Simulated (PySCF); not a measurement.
# C3H8O2Si: the cost of one run

Programs: PySCF 2.14.0, with density-fitted response routines of our own. Each step states its level of theory. These are calculated values for one molecule in the gas phase, unless marked as measured. Atoms are numbered from 0 throughout.

## (1) The starting structure

14 atoms, charge 0, multiplicity 1; geometry from: GFN2-xTB. The atoms were then displaced at random by about 0.01 Å, so the start is not that level's minimum.

Bonds of the start (Å): Si0–O1 1.65, O1–C2 1.39, C2–C3 1.51, C3–O4 1.46, O4–C5 1.43, C5–C2 1.52, Si0–H6 1.45, Si0–H7 1.48, Si0–H8 1.45, C2–H9 1.11, C3–H10 1.12, C3–H11 1.08, C5–H12 1.09, C5–H13 1.10.

## (2) Relaxing the molecule at PBE0-D3(BJ)/def2-SVP

Job settings and geometry (Å):

```
{"job": {"xc": "PBE0", "basis": "def2-SVP", "d3": "d3bj", "grid": 1, "shake": 0.01, "kind": "geom"}, "charge": 0, "multiplicity": 1}
Si     2.292410     0.010760     0.509340
O      0.833540     0.327770    -0.203110
C     -0.433910     0.448260     0.353160
C     -1.049650    -0.830560     0.873960
O     -2.206900    -0.631210     0.008650
C     -1.581160     0.482550    -0.641410
H      3.119380     0.061640    -0.680290
H      2.606300     1.084900     1.479540
H      2.269620    -1.247230     1.221620
H     -0.436100     1.269270     1.096700
H     -1.373870    -0.859150     1.940610
H     -0.525940    -1.738490     0.617890
H     -1.298670     0.233500    -1.667010
H     -2.222210     1.372920    -0.637350
```

Command:

```bash
$ OMP_NUM_THREADS=1 python probes_run.py task.json out
```

One launch serves the whole session: the jobs run in the order shown.

**Question.** How long does this first job take on 1 thread of Arm Neoverse N1, shared host, and how much memory does it need?

About 1.8 min, with a peak of 0.5 GiB.
